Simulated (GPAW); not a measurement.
Ta3N:

```
CELL_PARAMETERS angstrom
3.03222 0.00000 0.00000
-1.51611 2.62598 0.00000
0.00000 0.00000 7.52414
ATOMIC_POSITIONS crystal
Ta 0.66667 0.33333 0.82607
Ta 0.33333 0.66667 0.17393
Ta 0.00000 0.00000 0.50000
N 0.00000 0.00000 0.00000
```

The cell comes from a database or a generator and needn't be the stable form of this composition.

Base run:

```yaml
Program: GPAW 26.7.0
Functional: PBE
Potentials_or_basis: GPAW PAW data sets (gpaw-data 1.2.1)
Cutoff: 800 eV
Basis: pw
k_mesh: 7 × 7 × 3
Occupations: fermi-dirac, width 0.05 eV
Spin: no spin polarisation
```

Its results: pressure -0.6 GPa; largest force 0.242 eV/Å.

**Question.** The run is repeated on the same cell with these changes: functional from PBE to r2SCAN. What comes out?

**Answer.** Pressure -3.1 GPa; largest force 0.202 eV/Å.

Caveats: the PAW data sets were made with another functional, which shifts forces and pressure a little (some runs).
